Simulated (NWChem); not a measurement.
# One shape, several levels: C3H8AlF (SMILES C[CH2][Al]([CH3])[F])

Aim: a comparison of 3 runs (HF/STO-3G, HF/3-21G, B3LYP/6-31G*) of C3H8AlF. 

The results are computed with NWChem 7.3.0.

**1. The molecule**

C3H8AlF has 13 atoms, charge 0, and is taken as a singlet. SMILES: `C[CH2][Al]([CH3])[F]`. The shape is that of a PBE0-D4/def2-TZVP optimisation. This is one conformer, not always the lowest.

Bond lengths: C1–C2 1.529 Å, C2–Al3 1.952 Å, Al3–C4 1.944 Å, Al3–F5 1.659 Å, C1–H6 1.094 Å, C1–H7 1.094 Å, C1–H8 1.094 Å, C2–H9 1.098 Å, C2–H10 1.098 Å, C4–H11 1.092 Å, C4–H12 1.095 Å, C4–H13 1.095 Å. Some angles: C1–C2–Al3 115.5°, C2–Al3–C4 125.5°, C2–Al3–F5 116.7°, C4–Al3–F5 117.8°, C1–C2–H9 110.4°, C1–C2–H10 110.4°, Al3–C2–H9 107.9°, Al3–C2–H10 107.8°, C2–C1–H6 112.1°, C2–C1–H7 111.8°.

**2. Energy and forces at HF/STO-3G (run 1)**

Input file m1.nw:

```
start m1
title "C3H8AlF"
memory stack 880 mb heap 220 mb global 1100 mb
geometry noautosym nocenter noautoz
  C    -1.327000    0.890500    0.811400
  C    -0.270500    1.328000   -0.203400
  Al    0.965800   -0.067300   -0.782700
  C     0.957800   -1.910400   -0.165100
  F     2.112800    0.369400   -1.898900
  H    -1.988300    1.713500    1.098400
  H    -0.873900    0.507900    1.730300
  H    -1.961700    0.091400    0.418300
  H    -0.749400    1.746200   -1.098000
  H     0.324500    2.158200    0.198300
  H     1.774200   -2.495600   -0.593600
  H     0.016400   -2.405800   -0.425700
  H     1.039900   -1.961000    0.925500
end
basis spherical bse
  C library STO-3G
  Al library STO-3G
  F library STO-3G
  H library STO-3G
end
scf
  thresh 1e-08
  maxiter 80
end
task scf gradient
```

On the command line:

```
$ nwchem m1.nw > m1.out
```

The program printed:

```text
[...]
  functions       =    37
[...]
  wavefunction    = RHF
[...]
         Total SCF energy =   -454.015040631157
      One-electron energy =  -1061.183495940277
      Two-electron energy =    391.571238523924
 Nuclear repulsion energy =    215.597216785196
        Time for solution =      2.1s
[...]
                         RHF ENERGY GRADIENTS
    atom               coordinates                        gradient
                 x          y          z           x          y          z
   1 C      -2.507666   1.682801   1.533324    0.012558   0.002431  -0.011231
   2 C      -0.511171   2.509556  -0.384370   -0.029114   0.005254   0.022321
   3 Al      1.825097  -0.127179  -1.479089   -0.012755  -0.003168   0.012015
   4 C       1.809980  -3.610133  -0.311994    0.004865  -0.016780   0.002346
   5 F       3.992613   0.698065  -3.588401    0.026011   0.009844  -0.025338
   6 H      -3.757342   3.238045   2.075675   -0.003347   0.003880   0.001550
   7 H      -1.651432   0.959792   3.269793    0.001064  -0.002735   0.004897
   8 H      -3.707075   0.172721   0.790472   -0.003460  -0.004432  -0.000574
   9 H      -1.416161   3.299840  -2.074919    0.000525   0.004614  -0.009379
  10 H       0.613216   4.078407   0.374733    0.007478   0.007234  -0.001004
  11 H       3.352752  -4.716000  -1.121741    0.006868  -0.003767  -0.004221
[...]
```

Wall time 3.3 s (1 thread of Intel Xeon 6975P-C (Granite Rapids), shared host); peak memory 0.096 GiB.

**3. Energy and gradient at HF/3-21G (run 2)**

Input file c3h8alf.nw:

```
echo
start c3h8alf
title "C3H8AlF gradient"
memory total 2200 mb
charge 0
geometry noautosym nocenter noautoz
  C       -1.327000       0.890500       0.811400
  C       -0.270500       1.328000      -0.203400
  Al       0.965800      -0.067300      -0.782700
  C        0.957800      -1.910400      -0.165100
  F        2.112800       0.369400      -1.898900
  H       -1.988300       1.713500       1.098400
  H       -0.873900       0.507900       1.730300
  H       -1.961700       0.091400       0.418300
  H       -0.749400       1.746200      -1.098000
  H        0.324500       2.158200       0.198300
  H        1.774200      -2.495600      -0.593600
  H        0.016400      -2.405800      -0.425700
  H        1.039900      -1.961000       0.925500
end
basis "ao basis" spherical bse
  * library 3-21G
end
scf
  thresh 1e-08
  maxiter 80
end
task scf gradient
```

On the command line:

```
$ nwchem c3h8alf.nw > c3h8alf.out
```

The program printed:

```text
[...]
  functions       =    65
[...]
  wavefunction    = RHF
[...]
         Total SCF energy =   -457.209407874073
      One-electron energy =  -1061.311076171740
      Two-electron energy =    388.504451512471
 Nuclear repulsion energy =    215.597216785196
        Time for solution =      2.7s
[...]
                         RHF ENERGY GRADIENTS
    atom               coordinates                        gradient
                 x          y          z           x          y          z
   1 C      -2.507666   1.682801   1.533324    0.012881   0.004566  -0.012198
   2 C      -0.511171   2.509556  -0.384370   -0.005199  -0.013182   0.008512
   3 Al      1.825097  -0.127179  -1.479089   -0.002439  -0.001950   0.002726
   4 C       1.809980  -3.610133  -0.311994    0.001186   0.012121  -0.004757
   5 F       3.992613   0.698065  -3.588401   -0.002487  -0.001163   0.002480
   6 H      -3.757342   3.238045   2.075675   -0.003953   0.003792   0.002080
   7 H      -1.651432   0.959792   3.269793    0.001146  -0.002285   0.004734
   8 H      -3.707075   0.172721   0.790472   -0.003434  -0.004003  -0.000789
   9 H      -1.416161   3.299840  -2.074919   -0.000249   0.001260  -0.004444
  10 H       0.613216   4.078407   0.374733    0.003684   0.002704   0.000298
  11 H       3.352752  -4.716000  -1.121741    0.003260  -0.001625  -0.002037
[...]
```

It took 3.9 s on 1 thread of Intel Xeon 6975P-C (Granite Rapids), shared host; peak memory 0.098 GiB.

**4. Energy and forces at B3LYP/6-31G(d) (Cartesian functions) (run 3)**

Input file job.nw:

```
start job
title "C3H8AlF gradient"
memory total 2200 mb

geometry units bohr noautosym nocenter noautoz
 C     -2.50766657     1.68280111     1.53332378
 C     -0.51117092     2.50955629    -0.38437029
 Al     1.82509749    -0.12717857    -1.47908864
 C      1.80997968    -3.61013279    -0.31199378
 F      3.99261336     0.69806483    -3.58840094
 H     -3.75734245     3.23804571     2.07567518
 H     -1.65143166     0.95979190     3.26979311
 H     -3.70707574     0.17272097     0.79047244
 H     -1.41616076     3.29983976    -2.07491928
 H      0.61321613     4.07840692     0.37473269
 H      3.35275209    -4.71600052    -1.12174143
 H      0.03099151    -4.54630311    -0.80445641
 H      1.96512620    -3.70575293     1.74894153
end

basis
 C library 6-31G*
 Al library 6-31G*
 F library 6-31G*
 H library 6-31G*
end

dft
 xc b3lyp
 grid fine
 convergence energy 1e-08
 iterations 100
 mulliken
end

task dft gradient
```

On the command line:

```
$ nwchem job.nw > job.out
```

The program printed:

```text
[...]
          Wavefunction type:  closed shell.
          No. of atoms     :    13
          No. of electrons :    48
[...]
          Charge           :     0
          Spin multiplicity:     1
[...]
          AO basis - number of functions:    95
[...]
              XC Information
              --------------
                         B3LYP Method XC Potential
                     Hartree-Fock (Exact) Exchange  0.200
                        Slater Exchange Functional  0.800 local
                    Becke 1988 Exchange Functional  0.720 non-local
              Lee-Yang-Parr Correlation Functional  0.810
                  VWN I RPA Correlation Functional  0.190 local
[...]
 d= 0,ls=0.0,diis     1   -461.4210948007 -6.77D+02  1.39D-02  7.97D-01     2.4
[...]
 d= 0,ls=0.0,diis    10   -461.4996549706 -1.54D-10  8.70D-08  2.15D-10    19.6
         Total DFT energy =     -461.499654970563
      One electron energy =    -1064.929903741114
           Coulomb energy =      436.361189912717
    Exchange-Corr. energy =      -48.528142334424
 Nuclear repulsion energy =      215.597201192258
[...]
      Total Density - Mulliken Population Analysis
     ---------------------------------------------
    Atom       Charge   Shell Charges
 -----------   ------   -------------------------------------------------------
    1 C    6     6.43   1.99  0.68  2.12  0.63  0.99  0.03
    2 C    6     6.52   1.99  0.67  2.10  0.64  1.10  0.02
    3 Al  13    12.15   2.00  1.99  5.96  0.89  0.97  0.10  0.16  0.07
    4 C    6     6.72   1.99  0.67  2.12  0.69  1.24  0.02
    5 F    9     9.44   1.99  0.94  3.31  0.97  2.17  0.06
    6 H    1     0.85   0.53  0.33
    7 H    1     0.85   0.53  0.33
    8 H    1     0.85   0.53  0.33
    9 H    1     0.84   0.52  0.32
   10 H    1     0.84   0.52  0.32
[...]
  wavefunction    = closed shell
[...]
```

It took 25 s on 1 thread of Intel Xeon 6975P-C (Granite Rapids), shared host; peak memory 0.12 GiB.

**5. All runs side by side**

```tsv
run	level	Cartesian functions	iteration cap	energy (Eh)	dipole moment (D)	HOMO energy (eV)	LUMO energy (eV)	wall time
1	HF/STO-3G	no	80	-454.015041	0.60	-8.26	9.33	3.3 s
2	HF/3-21G	no	80	-457.209408	2.02	-10.46	2.58	3.9 s
3	B3LYP/6-31G* (Cartesian functions)	yes	100	-461.499655	1.73	-7.06	-0.33	25 s
```

**6. Summary of results**

```
                       quantity          value
            run 3: total energy  -461.49965 Eh
           run 3: dipole moment         1.73 D
             run 3: HOMO energy       -7.06 eV
             run 3: LUMO energy       -0.33 eV
           run 3: HOMO–LUMO gap        6.72 eV
run 3: largest force on an atom     0.314 eV/Å
```

**Reading.** The dipole moment (its size) runs from 0.60 D (HF/STO-3G) to 2.02 D (HF/3-21G). The HOMO–LUMO gap runs from 6.72 eV (B3LYP/6-31G*) to 17.59 eV (HF/STO-3G). The two ends differ in method and basis. In run 1 the basis is minimal, so the values are rough. All runs together took 32 s, the longest 25 s.
